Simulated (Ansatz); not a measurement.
# Cis-Sn(py)2Cl4 (C₁₀H₁₀Cl₄N₂Sn): geometry, orbitals and charge

What does cis-Sn(py)2Cl4 (C₁₀H₁₀Cl₄N₂Sn) look like as a singlet, and where do its frontier electrons sit?

Program: Ansatz 0.2.0, Gaussian basis. Level of theory: RKS PBE0-D4/def2-TZVP. These are calculated values, not measurements.

The runs, in order: relaxation at PBE-D4/def2-SVP; a single point at PBE0-D4/def2-TZVP.

2 further runs of the same task are left out: 1 that didn't finish, 1 set aside as unsound or not needed. Runs told in other sessions of the task aren't counted.

### Step 1. The system as given

27 atoms, charge 0, spin multiplicity 1.

Atoms are counted from 1 here; the program's logs count them from 0.

Bond lengths: Sn1–Cl13 2.368 Å, Sn1–Cl25 2.368 Å, Sn1–Cl26 2.419 Å, Sn1–Cl27 2.416 Å, N2–C3 1.321 Å, N2–C7 1.321 Å, C3–C4 1.384 Å, C3–H8 1.079 Å, C4–C5 1.386 Å, C4–H9 1.078 Å, C5–C6 1.385 Å, C5–H10 1.080 Å, C6–C7 1.385 Å, C6–H11 1.078 Å, C7–H12 1.080 Å, N14–C15 1.322 Å, N14–C19 1.322 Å, C15–C16 1.384 Å and more. Angles: Cl13–Sn1–Cl25 104.8°, Cl13–Sn1–Cl26 98.0°, Cl13–Sn1–Cl27 98.8°, Cl25–Sn1–Cl26 98.4°, Cl25–Sn1–Cl27 98.0°, Cl26–Sn1–Cl27 152.6°, C3–N2–C7 119.3°, N2–C3–C4 122.6°, N2–C3–H8 115.9°, C4–C3–H8 121.5°, C3–C4–C5 118.5°, C3–C4–H9 120.2°, C5–C4–H9 121.3°, C4–C5–C6 118.7°, C4–C5–H10 120.6°, C6–C5–H10 120.7°, C5–C6–C7 118.5°, C5–C6–H11 121.2° and more.

Sn takes a core potential in the def2 sets. No spin-orbit coupling is included.

The start is a GFN2-xTB geometry.

### Step 2. Relaxation at PBE-D4/def2-SVP

in.yaml reads:

```yaml
crystal:
  periodic: [false, false, false]
  atoms:
    - {symbol: Sn, position_ang: [-1.808180, -0.202230, -1.912280]}
    - {symbol: N, position_ang: [-1.570000, -0.076810, 0.755310]}
    - {symbol: C, position_ang: [-0.757860, 0.781200, 1.347070]}
    - {symbol: C, position_ang: [-0.631880, 0.860120, 2.723130]}
    - {symbol: C, position_ang: [-1.392520, 0.006690, 3.506520]}
    - {symbol: C, position_ang: [-2.245190, -0.887880, 2.880480]}
    - {symbol: C, position_ang: [-2.299410, -0.892240, 1.496410]}
    - {symbol: H, position_ang: [-0.195830, 1.428130, 0.690810]}
    - {symbol: H, position_ang: [0.043030, 1.575060, 3.165990]}
    - {symbol: H, position_ang: [-1.322610, 0.040400, 4.583680]}
    - {symbol: H, position_ang: [-2.857620, -1.568100, 3.450180]}
    - {symbol: H, position_ang: [-2.944950, -1.569210, 0.957260]}
    - {symbol: Cl, position_ang: [-1.420840, -0.247540, -4.247990]}
    - {symbol: N, position_ang: [0.844940, -0.006690, -1.517540]}
    - {symbol: C, position_ang: [1.485680, -0.756170, -0.637540]}
    - {symbol: C, position_ang: [2.853020, -0.671000, -0.441900]}
    - {symbol: C, position_ang: [3.574320, 0.236320, -1.201900]}
    - {symbol: C, position_ang: [2.897720, 1.017230, -2.124780]}
    - {symbol: C, position_ang: [1.527770, 0.857970, -2.247620]}
    - {symbol: H, position_ang: [0.877500, -1.449920, -0.076840]}
    - {symbol: H, position_ang: [3.337390, -1.302500, 0.286020]}
    - {symbol: H, position_ang: [4.642790, 0.330840, -1.077640]}
    - {symbol: H, position_ang: [3.418050, 1.734720, -2.738760]}
    - {symbol: H, position_ang: [0.951720, 1.440980, -2.950740]}
    - {symbol: Cl, position_ang: [-4.159920, -0.361110, -1.685350]}
    - {symbol: Cl, position_ang: [-1.582820, 2.182530, -1.578250]}
    - {symbol: Cl, position_ang: [-1.264310, -2.500780, -1.403720]}
basis:
  gaussian: {orbitals: def2-SVP}
hamiltonian: {xc: pbe, dispersion: d4}
scf: {lower_state_search: "off"}
output: {orbitals: {seedname: orbitals}}
relax: {f_tol: 0.03, max_steps: 70}
```

Launch:

```bash
$ ansatz run in.yaml --threads 2 --pin off --events-out ev --progress --plain --max-ram 32768MiB --backend cuda --devices 0, --max-vram 18GiB
```

Further steps of the session: Single point, PBE0-D4/def2-TZVP.

**Question.** What will the summary of the whole plan be? Wanted: point group; commonest bond, hydrogen aside; HOMO, LUMO at PBE0-D4/def2-TZVP; dipole at PBE-D4/def2-SVP.

The runs gave:

| quantity | value |
| --- | --- |
| point group | C2 |
| commonest bond, hydrogen aside | C–C, 8 of mean length 1.401 Å |
| HOMO, LUMO at PBE0-D4/def2-TZVP | -7.85, -2.21 eV |
| dipole at PBE-D4/def2-SVP | 11.23 D |

What this shows: The relaxation broke 0 and made 2 bonds, so the end is another structure than the start. No usable vibrations, so a minimum isn't proven. The HOMO lies nearest to Cl13, Cl25 about 29 % each; Cl26, Cl27 about 20 % each and the LUMO to Sn1 28 %; 4 Cl atoms about 10 % each. The point group is read from a loosely relaxed geometry; soft torsions can leave it below the true symmetry.
